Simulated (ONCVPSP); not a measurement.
# Copper: generating and testing an ONCV potential

Aim: build the potential from the settings below, then test how well it stands in for the atom: other configurations, scattering, ghost states and the plane-wave cutoff that it needs.

Method: ONCVPSP 4.0.1.1 (patched build), PBE, scalar-relativistic.

## 1. Starting point

Typed settings, in words:

* element: copper (Cu, Z = 29)
* type: optimised norm-conserving Vanderbilt (ONCV)
* frozen core: [Ar]
* valence charge: 11
* reference configuration: 3d10 4s1
* partial waves: 4s: rc 2.00 bohr, ncon 4, nbas 8, qcut 4 1/bohr, 2 projectors, debl 2.3 Ha; p scattering state at 0.04 Ha: rc 1.60 bohr, ncon 4, nbas 7, qcut 4.8 1/bohr, 3 projectors, debl 1.2 Ha; 3d: rc 1.50 bohr, ncon 3, nbas 7, qcut 10.1 1/bohr, 2 projectors, debl 0.5 Ha; f scattering state at 0.43 Ha: rc 1.90 bohr, ncon 3, nbas 7, qcut 6.7 1/bohr, 2 projectors, debl 2.3 Ha
* local potential: polynomial inside 1.25 bohr (lpopt 4, dvloc0 0 Ha)
* core correction: not asked for

The outer shells as boxes (Hund's rule for the drawing; the calculation is spin-unpolarised):

```
[Ar] core
3d [↑↓][↑↓][↑↓][↑↓][↑↓]
4s [↑ ]
```

## 2. The generation run

Input file Cu.dat:

```
# ATOM AND REFERENCE CONFIGURATION
# atsym  z   nc   nv     iexc    psfile
  Cu 29.00    5    2        4      upf
#
#   n    l    f
    1    0    2.00
    2    0    2.00
    2    1    6.00
    3    0    2.00
    3    1    6.00
    3    2   10.00
    4    0    1.00
#
# PSEUDOPOTENTIAL AND OPTIMIZATION
# lmax
    3
#
#   l,   rc,      ep,       ncon, nbas, qcut
    0    2.00    0.00    4    8    4.00
    1    1.60    0.04    4    7    4.80
    2    1.50    0.00    3    7   10.10
    3    1.90    0.43    3    7    6.70
#
# LOCAL POTENTIAL
# lloc, lpopt,  rc(5),   dvloc0
    4    4    1.25    0.00
#
# VANDERBILT-KLEINMAN-BYLANDER PROJECTORs
# l, nproj, debl
    0    2    2.30
    1    3    1.20
    2    2    0.50
    3    2    2.30
#
# MODEL CORE CHARGE
# icmod, fcfact, rcfact
    0    0.00    0.00
#
# LOG DERIVATIVE ANALYSIS
# epsh1, epsh2, depsh
   -2.00    5.00    0.02
#
# OUTPUT GRID
# rlmax, drl
    6.00    0.01
#
# TEST CONFIGURATIONS
# ncnf
    4
# nvcnf
#   n    l    f
    2
    3    2   10.00
    4    0    0.00
#
    2
    3    2    9.00
    4    0    0.00
#
    2
    3    2    8.00
    4    0    0.00
#
    3
    3    2    9.00
    4    0    1.00
    4    1    1.00
#
```

Command:

```console
$ oncvpsp.x < Cu.dat > Cu.out
```

Before running it: what results should come out? Wanted: cutoffs for 1 and 0.1 mHa per electron, occupied waves; bound ghosts; GHOST(+) flags; largest test error; largest phase difference near zero energy, channels read.

The runs gave:

| quantity | value |
| --- | --- |
| cutoffs for 1 and 0.1 mHa per electron, occupied waves | 41 Ha and 46 Ha |
| bound ghosts | p at -72.61 eV |
| GHOST(+) flags | s at 86 eV |
| largest test error (AE − PS) | +67 meV, for 3d9 4s0 (1 test unsolved) |
| largest phase difference near zero energy, channels read | 0.000 rad |

In words: It has a bound ghost (p), a state that the atom doesn't have, and that rules the file out. Close by lies the frozen 3p level (-72.1 eV). By total energies transferability is fair where solved: the largest error is 67 meV on 29.5 eV, for 3d9 4s0. Of the tests 1 gave no usable energy difference, which is a warning in itself. The potential is hard: the looser tolerance needs 41 Ha. At the looser tolerance the 3d wave is the slowest; 4s needs 6 Ha. Near zero energy the phases of the channels with partial waves agree within 0.001 rad. The program also flags highly localised states, GHOST(+) (s). These are tests on the free atom; a crystal test is still owed.
